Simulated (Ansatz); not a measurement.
A nudged elastic band was laid between two geometries of a periodic cell of 17 atoms, Be16H (host Be, host structure hcp, interstitial H).

The calculation used Ansatz 0.2.0, DFT PBE, scalar-relativistic, plane waves, PAW. Settings: cutoff 420 eV, k mesh 4x4x3, fermi-dirac smearing 0.05 eV, no spin polarisation.

| Item | Value |
| --- | --- |
| movable images | 5 |
| climbing image | yes |
| spring | 5.0 eV/Å² |
| optimiser | quadratic models (default) |
| start path | straight line |
| force threshold | 0.03 eV/Å |
| iteration limit | 21 |
| end points | relaxed |

Image 0:

```xyz
17
Lattice="-2.2900 -3.9664 0.0000 3.4350 -1.9832 0.0000 0.0000 0.0000 7.1769" Properties=species:S:1:pos:R:3
Be -0.018 -3.957 -0.020
Be 0.038 -2.618 1.767
Be 0.028 -3.983 3.619
Be 0.010 -2.641 5.384
Be -1.145 -1.975 0.002
Be 2.276 -2.637 1.787
Be -1.138 -1.940 3.618
Be 2.278 -2.638 5.404
Be 1.159 -1.992 -0.019
Be 1.141 -0.709 1.767
Be 1.161 -1.994 3.599
Be 1.146 -0.672 5.384
Be -0.008 -0.006 0.002
Be 1.118 -4.613 1.767
Be -0.036 -0.029 3.618
Be 1.164 -4.639 5.406
H -1.145 -3.309 2.692
```

Image 6:

Only the atoms that move by more than 0.05 Å are listed.
```
Be2 0.033 -2.616 1.820
Be3 -0.022 -3.955 3.607
Be5 -1.143 -1.937 -0.031
Be10 1.137 -0.706 1.820
Be13 -0.040 -0.026 -0.031
Be14 1.113 -4.610 1.821
H17 -1.152 -3.303 0.892
```

Q: What changes between the two ends?

A: The atom that moves furthest is H17, by 1.80 Å.

Q: Give the energies along the band, and the barrier.

A: The run converged. The highest image is number 3 of 0 to 6, 0.41 eV above the ends, which have the same energy within 2 meV. The order of the stationary point at the top wasn't checked. Limits of this set-up: coarse k mesh, odd electron count without spin.

```json
{"image": "0", "path coordinate (Å)": "0.00", "energy (eV)": "0.00"}
{"image": "1", "path coordinate (Å)": "0.30", "energy (eV)": "0.09"}
{"image": "2", "path coordinate (Å)": "0.60", "energy (eV)": "0.30"}
{"image": "3", "path coordinate (Å)": "0.90", "energy (eV)": "0.41"}
{"image": "4", "path coordinate (Å)": "1.20", "energy (eV)": "0.30"}
{"image": "5", "path coordinate (Å)": "1.50", "energy (eV)": "0.09"}
{"image": "6", "path coordinate (Å)": "1.80", "energy (eV)": "0.00"}
```

Q: What is the geometry of the highest image?

A: 
```xyz
17
Lattice="-2.2900 -3.9664 0.0000 3.4350 -1.9832 0.0000 0.0000 0.0000 7.1769" Properties=species:S:1:pos:R:3:forces:R:3
Be 0.027 -3.983 -0.047 0.00 0.00 0.01
Be 0.068 -2.584 1.794 0.00 0.00 0.00
Be 0.027 -3.983 3.635 0.00 0.00 -0.01
Be -0.001 -2.647 5.382 0.00 0.01 0.00
Be -1.152 -1.964 -0.039 0.00 0.00 0.00
Be 2.272 -2.635 1.794 0.01 0.00 0.00
Be -1.152 -1.964 3.626 0.00 0.00 0.00
Be 2.267 -2.632 5.382 0.00 0.00 0.00
Be 1.127 -1.974 -0.011 0.00 0.00 0.00
Be 1.126 -0.752 1.794 0.00 0.00 0.00
Be 1.127 -1.974 3.598 0.00 0.00 0.00
Be 1.146 -0.660 5.382 -0.01 -0.01 0.00
Be -0.021 -0.005 -0.039 0.00 0.00 0.00
Be 1.103 -4.604 1.794 0.01 0.00 0.00
Be -0.021 -0.005 3.626 0.00 0.00 0.00
Be 1.153 -4.633 5.382 0.00 0.00 0.00
H -1.105 -3.329 1.794 -0.01 0.00 0.00
```

The band took 5 iterations and about 4 core-minutes.

The run took 4.1 min on 1 thread of Arm Neoverse V1, on a shared host, peak memory 0.57 GiB.
